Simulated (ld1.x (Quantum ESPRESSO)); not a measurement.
# Potentials for Ga that differ in a few settings

One potential is built and tested. Then a few of its settings are changed, to learn what that costs or gains.

Program: ld1.x (Quantum ESPRESSO) 7.5. Reference atom: PW91, scalar-relativistic, spherical and spin-unpolarised. All values are calculated.

1 further run of the same task is left out (set aside as unsound or not needed).

## (1) Starting point

The settings as typed:

```
element                 : gallium (Ga, Z = 31)
type                    : norm-conserving Troullier–Martins (Kleinman–Bylander form)
frozen core             : [Ar] 3d10
valence charge          : 3
reference configuration : 4s2 4p1
partial waves           : 4p (bound): rc 2.05 bohr; 4d channel at 0.15 Ry: rc 2.05 bohr; 4s (bound): rc 1.80 bohr
local potential         : the s channel
core correction         : a·sin(br)/r model core inside 1.30 bohr
```

The nodes and maxima of the atom's own shells, from an earlier all-electron run, set the scale for the radii.

All-electron outer shells of the reference configuration (PW91, scalar-relativistic, ld1.x):

| shell | level (eV) | outermost node (bohr) | outermost maximum (bohr) |
| --- | --- | --- | --- |
| 3p | -98.91 | 0.24 | 0.56 |
| 3d | -19.24 | – | 0.53 |
| 4s | -9.02 | 0.81 | 1.90 |
| 4p | -2.62 | 0.87 | 2.53 |

## (2) Generation of the first potential

Input file Ga.in:

```
 &input
   title='Ga', zed=31., rel=1, dft='PW91', iswitch=3,
   config='[Ar] 3d10 4s2 4p1 4d-2',
   nld=3, rlderiv=2.25, eminld=-3.0, emaxld=5.0, deld=0.02
 /
 &inputp
   pseudotype=2, tm=.true., lloc=0,
   nlcc=.true., rcore=1.30,
   file_pseudopw='Ga.UPF', file_wfcaegen='ae.wfc', file_wfcncgen='nc.wfc', file_beta='beta', file_chi='chi'
 /
3
4P  2  1   1.00   0.00  2.05  2.05  0.0
4D  3  2  -2.00   0.15  2.05  2.05  0.0
4S  1  0   2.00   0.00  1.80  1.80  0.0
 &test
   configts(1)='4s2 4p1'
 /
```

Command:

```console
$ ld1.x < Ga.in > Ga.out
```

What the program wrote to Ga.out (without the banner and most projector matrices):

```text
     Program LD1 v.7.5
     --------------------------- All-electron run ----------------------------

     Ga
     scalar relativistic calculation

     atomic number is 31.00
     dft =PW91   lsd =0 sic =0 latt =0  beta=0.20 tr2=1.0E-14
     Exchange-correlation= PW91
                           (   1   4   2   2   0   0   0)
     mesh =1205 r(mesh) = 101.09016 a.u. xmin = -7.00 dx = 0.01250
     1 Ry =  13.60569312 eV, c = 137.03599908

     n l     nl                  e(Ry)          e(Ha)          e(eV)
     1 0     1S 1( 2.00)      -752.0354      -376.0177    -10231.9624
     2 0     2S 1( 2.00)       -92.7987       -46.3994     -1262.5910
     2 1     2P 1( 6.00)       -80.7975       -40.3988     -1099.3062
     3 0     3S 1( 2.00)       -10.8867        -5.4433      -148.1207
     3 1     3P 1( 6.00)        -7.2698        -3.6349       -98.9107
     3 2     3D 1(10.00)        -1.4138        -0.7069       -19.2360
     4 0     4S 1( 2.00)        -0.6631        -0.3316        -9.0221
     4 1     4P 1( 1.00)        -0.1925        -0.0962        -2.6188

     final scf error:  8.4E-16 reached in  29 iterations

     Etot =   -3888.781484 Ry,   -1944.390742 Ha,  -52909.567497 eV

     Ekin =    3954.825603 Ry,    1977.412802 Ha,   53808.143515 eV
     Encl =   -9370.485331 Ry,   -4685.242666 Ha, -127491.947829 eV
     Eh   =    1678.741281 Ry,     839.370641 Ha,   22840.438705 eV
     Exc  =    -151.863038 Ry,     -75.931519 Ha,   -2066.201887 eV

     normalization and overlap integrals

     s(1S/1S) =  1.000000  <r> =   0.0486  <r2> =    0.0032  r(max) =   0.0319
     s(2S/2S) =  1.000000  <r> =   0.2178  <r2> =    0.0560  r(max) =   0.1833
     s(2P/2P) =  1.000000  <r> =   0.1907  <r2> =    0.0446  r(max) =   0.1464
     s(3S/3S) =  1.000000  <r> =   0.6518  <r2> =    0.4907  r(max) =   0.5647
     s(3P/3P) =  1.000000  <r> =   0.6791  <r2> =    0.5442  r(max) =   0.5647
     s(3D/3D) =  1.000000  <r> =   0.8105  <r2> =    0.8629  r(max) =   0.5305
     s(4S/4S) =  1.000000  <r> =   2.3362  <r2> =    6.3538  r(max) =   1.8984
     s(4P/4P) =  1.000000  <r> =   3.4225  <r2> =   14.2528  r(max) =   2.5307

     ------------------------ End of All-electron run ------------------------

     --------------------- Generating NC pseudopotential ---------------------

      Generating local pot.: lloc=0, matching radius rcloc =   1.8000

      Computing core charge for nlcc:

       r > 1.30 : true rho core
       r < 1.30 : rho core = a sin(br)/r    a=   6.42  b=   2.02

      Integrated core pseudo-charge :   5.86

      Wfc   4P  rcut= 2.046  Using Troullier-Martins method

      Wfc   4D  rcut= 2.046  Using Troullier-Martins method

     ------------------- End of pseudopotential generation -------------------

     [... the all-electron block is printed once more ...]


     Computing logarithmic derivative in   2.24742
     Computing logarithmic derivative in   2.24742
     Computing the partial wave expansion
       no projector for channel:   0
     R is outside the sphere for l=    1 j= 0.00
     R is outside the sphere for l=    2 j= 0.00

     ---------------------- Testing the pseudopotential ----------------------

     Ga
     scalar relativistic calculation

     atomic number is 31.00   valence charge is  3.00
     dft =PW91   lsd =0 sic =0 latt =0  beta=0.20 tr2=1.0E-14
     mesh =1205 r(mesh) = 101.09016 xmin = -7.00 dx = 0.01250

     n l     nl             e AE (Ry)        e PS (Ry)    De AE-PS (Ry)
     1 0     4S   1( 2.00)       -0.66311       -0.66312        0.00000
     2 1     4P   1( 1.00)       -0.19248       -0.19248       -0.00000

     eps = 5.9E-15  iter = 13

     Etot =   -3888.781484 Ry,   -1944.390742 Ha,  -52909.567497 eV
     Etotps =   -11.389818 Ry,      -5.694909 Ha,    -154.966366 eV

     Ekin =       1.466115 Ry,       0.733058 Ha,      19.947512 eV
     Encl =      -7.118427 Ry,      -3.559214 Ha,     -96.851137 eV
     Ehrt =       3.058785 Ry,       1.529393 Ha,      41.616893 eV
     Ecxc =      -8.809223 Ry,      -4.404611 Ha,    -119.855580 eV
     (Ecc =      -7.052001 Ry,      -3.526001 Ha,     -95.947364 eV)
     Epseu=       0.012932 Ry,       0.006466 Ha,       0.175946 eV

     ---------------------- End of pseudopotential test ----------------------
```

It took 1.4 s on 1 thread, shared host. This counts the later configuration tests of the new file too.

All-electron and pseudo partial waves u(r) = r·R(r), from the program's wave files:

```
r (bohr)    4s AE   4s PS    4p AE   4p PS
   0.103   0.1396  0.0177   0.1225  0.0020
   0.205   0.1262  0.0364   0.0420  0.0080
   0.308  -0.1169  0.0574  -0.1017  0.0181
   0.410  -0.2815  0.0818  -0.1889  0.0322
   0.513  -0.3123  0.1112  -0.2068  0.0506
   0.615  -0.2436  0.1466  -0.1740  0.0729
   0.718  -0.1207  0.1898  -0.1118  0.0997
   0.820   0.0201  0.2409  -0.0371  0.1301
   0.923   0.1608  0.3005   0.0417  0.1647
   1.025   0.2879  0.3661   0.1175  0.2023
   1.128   0.3988  0.4358   0.1887  0.2427
   1.230   0.4899  0.5040   0.2524  0.2842
   1.332   0.5627  0.5665   0.3091  0.3260
   1.435   0.6193  0.6197   0.3591  0.3669
   1.538   0.6607  0.6606   0.4023  0.4053
   1.640   0.6887  0.6887   0.4386  0.4395
   1.743   0.7058  0.7058   0.4695  0.4697
   1.845   0.7133  0.7133   0.4947  0.4948
   1.948   0.7130  0.7130   0.5154  0.5154
   2.050   0.7062  0.7062   0.5315  0.5315
   2.153   0.6942  0.6942   0.5438  0.5438
   2.255   0.6780  0.6780   0.5525  0.5525
   2.358   0.6584  0.6584   0.5582  0.5582
   2.460   0.6365  0.6365   0.5611  0.5611
   2.562   0.6128  0.6128   0.5616  0.5616
   2.665   0.5876  0.5876   0.5598  0.5598
```

## (3) Testing the new file in other configurations

Input file Ga.test.in:

```
 &input
   title='Ga', zed=31., rel=1, dft='PW91', iswitch=2,
   config='[Ar] 3d10 4s2 4p1 4d-2'
 /
 &test
   file_pseudo='Ga.UPF', nconf=8,
   configts(1)='4s2 4p1',
   configts(2)='4s2 4p0',
   configts(3)='4s1 4p0',
   configts(4)='4s2 4p0.5',
   configts(5)='4s1 4p1',
   configts(6)='4s2 4p1.3',
   configts(7)='4s0 4p3',
   configts(8)='4s1 4p2'
 /
```

Command:

```console
$ ld1.x < Ga.test.in > Ga.test.out
```

Ga.test.out, the pseudopotential blocks:

```text
     ---------------------- Testing the pseudopotential ----------------------

     Ga
     scalar relativistic calculation

     atomic number is 31.00   valence charge is  3.00
     dft =PW91   lsd =0 sic =0 latt =0  beta=0.20 tr2=1.0E-14
     mesh =1205 r(mesh) = 101.09016 xmin = -7.00 dx = 0.01250

     n l     nl             e AE (Ry)        e PS (Ry)    De AE-PS (Ry)
     1 0     4S   1( 2.00)       -0.66311       -0.66312        0.00000
     2 1     4P   1( 1.00)       -0.19248       -0.19248       -0.00000

     eps = 6.8E-15  iter = 13

     Etot =   -3888.781484 Ry,   -1944.390742 Ha,  -52909.567497 eV
     Etotps =   -11.389818 Ry,      -5.694909 Ha,    -154.966366 eV

     Ekin =       1.466115 Ry,       0.733058 Ha,      19.947512 eV
     Encl =      -7.118427 Ry,      -3.559214 Ha,     -96.851137 eV
     Ehrt =       3.058785 Ry,       1.529393 Ha,      41.616893 eV
     Ecxc =      -8.809223 Ry,      -4.404611 Ha,    -119.855580 eV
     (Ecc =      -7.052001 Ry,      -3.526001 Ha,     -95.947364 eV)
     Epseu=       0.012932 Ry,       0.006466 Ha,       0.175946 eV

     ---------------------- End of pseudopotential test ----------------------

     ---------------------- Testing the pseudopotential ----------------------

     Ga
     [...]
     n l     nl             e AE (Ry)        e PS (Ry)    De AE-PS (Ry)
     1 0     4S   1( 2.00)       -1.20729       -1.21130        0.00401
     2 1     4P   1( 0.00)       -0.67221       -0.67470        0.00249

     eps = 4.6E-16  iter =  9

     Etot =   -3888.359076 Ry,   -1944.179538 Ha,  -52903.820338 eV
     Etotps =   -10.966516 Ry,      -5.483258 Ha,    -149.207052 eV
     dEtot_ae =       0.422408 Ry
     dEtot_ps =       0.423302 Ry,   Delta E=      -0.000893 Ry

     [...]
     ---------------------- End of pseudopotential test ----------------------

     ---------------------- Testing the pseudopotential ----------------------

     Ga
     [...]
     n l     nl             e AE (Ry)        e PS (Ry)    De AE-PS (Ry)
     1 0     4S   1( 1.00)       -1.92216       -1.94559        0.02343  !
     2 1     4P   1( 0.00)       -1.30907       -1.32515        0.01608  !

     eps = 4.4E-15  iter =  7

     Etot =   -3886.799282 Ry,   -1943.399641 Ha,  -52882.598265 eV
     Etotps =    -9.394014 Ry,      -4.697007 Ha,    -127.812066 eV
     dEtot_ae =       1.982202 Ry
     dEtot_ps =       1.995804 Ry,   Delta E=      -0.013602 Ry

     [...]
     ---------------------- End of pseudopotential test ----------------------

     ---------------------- Testing the pseudopotential ----------------------

     Ga
     [...]
     n l     nl             e AE (Ry)        e PS (Ry)    De AE-PS (Ry)
     1 0     4S   1( 2.00)       -0.91980       -0.92099        0.00119
     2 1     4P   1( 0.50)       -0.41754       -0.41818        0.00064

     eps = 2.6E-15  iter = 11

     Etot =   -3888.630459 Ry,   -1944.315229 Ha,  -52907.512691 eV
     Etotps =   -11.238651 Ry,      -5.619325 Ha,    -152.909635 eV
     dEtot_ae =       0.151025 Ry
     dEtot_ps =       0.151167 Ry,   Delta E=      -0.000141 Ry

     [...]
     ---------------------- End of pseudopotential test ----------------------

     ---------------------- Testing the pseudopotential ----------------------

     Ga
     [...]
     n l     nl             e AE (Ry)        e PS (Ry)    De AE-PS (Ry)
     1 0     4S   1( 1.00)       -1.28759       -1.29661        0.00901  !
     2 1     4P   1( 1.00)       -0.73546       -0.74024        0.00478

     eps = 4.8E-15  iter = 10

     Etot =   -3887.815245 Ry,   -1943.907623 Ha,  -52896.421144 eV
     Etotps =   -10.419787 Ry,      -5.209894 Ha,    -141.768429 eV
     dEtot_ae =       0.966239 Ry
     dEtot_ps =       0.970030 Ry,   Delta E=      -0.003791 Ry

     [...]
     ---------------------- End of pseudopotential test ----------------------

     ---------------------- Testing the pseudopotential ----------------------

     Ga
     [...]
     n l     nl             e AE (Ry)        e PS (Ry)    De AE-PS (Ry)
     1 0     4S   1( 2.00)       -0.53030       -0.53010       -0.00019
     2 1     4P   1( 1.30)       -0.07716       -0.07711       -0.00006

     eps = 7.8E-15  iter = 13

     Etot =   -3888.821473 Ry,   -1944.410737 Ha,  -52910.111573 eV
     Etotps =   -11.429798 Ry,      -5.714899 Ha,    -155.510327 eV
     dEtot_ae =      -0.039989 Ry
     dEtot_ps =      -0.039980 Ry,   Delta E=      -0.000009 Ry

     [...]
     ---------------------- End of pseudopotential test ----------------------

     ---------------------- Testing the pseudopotential ----------------------

     Ga
     [...]
     n l     nl             e AE (Ry)        e PS (Ry)    De AE-PS (Ry)
     1 0     4S   1( 0.00)       -0.81260       -0.81975        0.00715  !
     2 1     4P   1( 3.00)       -0.29847       -0.30020        0.00174

     eps = 6.3E-15  iter = 11

     Etot =   -3887.794249 Ry,   -1943.897125 Ha,  -52896.135483 eV
     Etotps =   -10.397141 Ry,      -5.198570 Ha,    -141.460304 eV
     dEtot_ae =       0.987235 Ry
     dEtot_ps =       0.992677 Ry,   Delta E=      -0.005442 Ry

     [...]
     ---------------------- End of pseudopotential test ----------------------

     ---------------------- Testing the pseudopotential ----------------------

     Ga
     [...]
     n l     nl             e AE (Ry)        e PS (Ry)    De AE-PS (Ry)
     1 0     4S   1( 1.00)       -0.74345       -0.74688        0.00343
     2 1     4P   1( 2.00)       -0.24918       -0.24995        0.00077

     eps = 3.5E-15  iter = 14

     Etot =   -3888.298641 Ry,   -1944.149320 Ha,  -52902.998075 eV
     Etotps =   -10.905603 Ry,      -5.452801 Ha,    -148.378286 eV
     dEtot_ae =       0.482844 Ry
     dEtot_ps =       0.484215 Ry,   Delta E=      -0.001371 Ry

     [...]
     ---------------------- End of pseudopotential test ----------------------
```

Energies count from the reference configuration 4s2 4p1; the error is all-electron less pseudo.

```tsv
valence configuration	charge	ΔE all-electron (eV)	error AE − PS (meV)
4s2 4p0	+1	5.747	-12
4s1 4p0	+2	26.969	-185
4s2 4p0.5	+0.5	2.055	-1.9
4s1 4p1	+1	13.146	-52
4s2 4p1.3	-0.3	-0.544	-0.1
4s0 4p3	0	13.432	-74
4s1 4p2	0	6.569	-19
```

## (4) Does it scatter like the atom?

Taken from the files of the generation run. The phase is arctan(r·u′/u) with u = r·R, unwrapped, with energies in Ry. A pole is an energy at which the radial function vanishes at the test radius. The pseudo phase is shifted by a multiple of π to meet the all-electron one at the reference energy. Levels narrower than the energy grid can be missing from the poles. The last column is the largest difference on the grid between −1 and +1 Ry.

| channel | radius (bohr) | reference (Ry) | poles AE | poles PS | window around the reference with phases within 0.05 rad (Ry) | largest difference near zero (rad) |
| --- | --- | --- | --- | --- | --- | --- |
| s | 2.25 | -0.66 | 1.46 | 1.40 | below 3.6 | 0.004 |
| p | 2.25 | -0.19 | 2.78 | 2.76 | the whole range | 0.002 |
| d | 2.25 | 0.15 | -1.33 | -2.99 | -1.0 to 1.1 | 0.032 |

Phases (rad) along the scan:

```
E (Ry)    d AE    d PS    p AE    p PS
 -3.00   1.316  -1.562   1.279   1.278
 -2.52   1.287  -1.717   1.245   1.244
 -2.04   1.233  -1.768   1.197   1.196
 -1.56   0.818  -1.806   1.124   1.123
 -1.08  -1.773  -1.844   1.001   1.000
 -0.60  -1.875  -1.890   0.755   0.755
 -0.12  -1.952  -1.954   0.184   0.184
  0.36  -2.053  -2.054  -0.665  -0.666
  0.84  -2.221  -2.239  -1.131  -1.132
  1.32  -2.557  -2.650  -1.336  -1.338
  1.80  -3.240  -3.471  -1.447  -1.448
  2.28  -3.941  -4.107  -1.518  -1.519
  2.76  -4.292  -4.383  -1.569  -1.571
  3.24  -4.463  -4.518  -1.611  -1.612
  3.72  -4.563  -4.598  -1.649  -1.650
  4.20  -4.629  -4.651  -1.687  -1.686
  4.68  -4.678  -4.691  -1.728  -1.725
```

## (5) Cutoff and ghost test in a Bessel basis

This step uses the generator's waves and projectors in a separate script. Basis: spherical Bessel functions vanishing at 20 bohr, q² up to the cutoff; potential fixed at the reference.

All-electron valence levels (Ry): 4p -0.1925, 4s -0.6631. The lowest levels of each channel (Ry) by cutoff; the last column sums, over occupied levels, occupation times the distance from the level at 400 Ry. A positive value at high cutoff is not a bound level.

```
cutoff (Ry)     p #1     d #1     s #1    f #1  Σ f·Δε (mRy)
          8  -0.1882   0.0465  -0.6361  0.1070          58.3
         12  -0.1910   0.0465  -0.6570  0.1070          13.7
         15  -0.1921   0.0465  -0.6587  0.1070           9.1
         18  -0.1924   0.0464  -0.6589  0.1070           8.6
         25  -0.1924   0.0460  -0.6603  0.1070           5.8
         35  -0.1925  -0.2297  -0.6627  0.1070           0.9
         45  -0.1925  -1.9020  -0.6630  0.1070           0.3
        400  -0.1925  -3.1524  -0.6631  0.1070           0.0
```

The sum stays within 10 mRy from 15 Ry and within 1 mRy from 35 Ry. The sum leaves out empty levels, which can need more. Ghost test: ghost state, bound below the all-electron valence or empty levels of the same l: d at -42.9 eV.

(Part 1 of 2 ends here.)
